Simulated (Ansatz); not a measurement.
# F₂H₃NSn: one species, many methods

One table from this session's results is given with a row withheld; the runs are named, their logs left out.

Program: Ansatz 0.2.0, Gaussian basis. Level of theory: functionals in def2-TZVPP, the program's frozen cores in correlated methods. These are calculated values, not measurements.

Levels to be run: LDA (SPW92), PBE-D4, revPBE-D4, BLYP-D4, r2SCAN-D4, B97M-V, PBE0-D4, B3LYP-D4, r2SCANh-D4, r2SCAN0-D4, HSE06-D4, BHLYP-D4, CAM-B3LYP-D4, LC-ωPBE, ωB97X-V, ωB97M-V, B2PLYP, PBE-QIDH; CCSD(T)/def2-SVP; CCSD(T)/def2-TZVPP; MP2/def2-QZVPP; extrapolation to the limit; RPA on PBE.

## Structure used throughout

The geometry comes from an earlier relaxation with PBE0-D4 in a triple-zeta def2 set; it is a stationary point, not always the lowest conformer. Sn takes the def2 core potential; no spin-orbit term is included.

7 atoms, charge 0, spin multiplicity 1.

Atoms are counted from 1 here; the program's logs count them from 0.

Bond lengths: N1–Sn2 1.989 Å, N1–H5 1.011 Å, N1–H6 1.011 Å, Sn2–F3 1.907 Å, Sn2–F4 1.907 Å, Sn2–H7 1.695 Å. Angles: Sn2–N1–H5 115.0°, Sn2–N1–H6 115.0°, H5–N1–H6 109.3°, N1–Sn2–F3 104.1°, N1–Sn2–F4 104.0°, N1–Sn2–H7 126.8°, F3–Sn2–F4 106.9°, F3–Sn2–H7 106.8°, F4–Sn2–H7 106.9°.

As a file:

```
N    -0.8671    0.9387    0.0414
Sn    0.4716   -0.5304   -0.0198
F     0.8745   -0.8691    1.8126
F    -0.5176   -2.0313   -0.6552
H    -0.5441    1.7941    0.4729
H    -1.3038    1.1551   -0.8444
H     1.9480   -0.5251   -0.8532
```

The first run:

File in.yaml:

```yaml
crystal:
  periodic: [false, false, false]
  atoms:
    - {symbol: N, position_ang: [-0.867141, 0.938703, 0.041421]}
    - {symbol: Sn, position_ang: [0.471555, -0.530412, -0.019803]}
    - {symbol: F, position_ang: [0.874528, -0.869076, 1.812631]}
    - {symbol: F, position_ang: [-0.517641, -2.031305, -0.655163]}
    - {symbol: H, position_ang: [-0.544132, 1.794082, 0.472878]}
    - {symbol: H, position_ang: [-1.303757, 1.155108, -0.844439]}
    - {symbol: H, position_ang: [1.947988, -0.525101, -0.853226]}
basis:
  gaussian: {orbitals: def2-TZVPP}
hamiltonian: {xc: lda}
output: {orbitals: {seedname: orbitals}}
```

Among the steps run: LDA; PBE-D4 (GGA); revPBE-D4 (GGA); BLYP-D4 (GGA); r2SCAN-D4 (meta-GGA); B97M-V (meta-GGA); PBE0-D4 (hybrid); B3LYP-D4 (hybrid); r2SCANh-D4 (hybrid); r2SCAN0-D4 (hybrid); HSE06-D4 (hybrid); BHLYP-D4 (hybrid); CAM-B3LYP-D4 (range-separated); LC-ωPBE-D4 (range-separated; the results give it without D4); ωB97X-V (range-separated); ωB97M-V (range-separated); B2PLYP (double hybrid); PBE-QIDH (double hybrid).

One table of the session follows, with a row left open; its other results are not shown here.

It belongs to the step «Frontier levels by functional». 

| functional | HOMO (eV) | gap (eV) |
| --- | --- | --- |
| LDA (SPW92) | -6.95 | 4.53 |
| PBE-D4 | -6.78 | 4.62 |
| revPBE-D4 | -6.71 | 4.67 |
| BLYP-D4 | -6.66 | 4.50 |
| r2SCAN-D4 | ? | ? |
| B97M-V | -7.19 | 5.23 |
| PBE0-D4 | -8.26 | 7.09 |
| B3LYP-D4 | -8.01 | 6.46 |
| r2SCANh-D4 | -7.66 | 6.17 |
| r2SCAN0-D4 | -8.49 | 7.52 |
| HSE06-D4 | -7.85 | 6.31 |
| BHLYP-D4 | -9.65 | 9.37 |
| CAM-B3LYP-D4 | -9.70 | 9.49 |
| LC-ωPBE | -11.11 | 12.28 |
| ωB97X-V | -10.72 | 11.71 |
| ωB97M-V | -10.62 | 11.36 |

Q: Estimate the row for r2SCAN-D4 from the others.

Worked estimate for «HOMO (eV)». Against the share of exact exchange, r2SCANh-D4 (0.1, -7.66), r2SCAN0-D4 (0.25, -8.49) give a slope of -5.53 per unit share; at 0 the line stands at -7.11.

The run gave: HOMO (eV): -7.11; gap (eV): 5.27. In «HOMO (eV)» the line misses by 0.00.
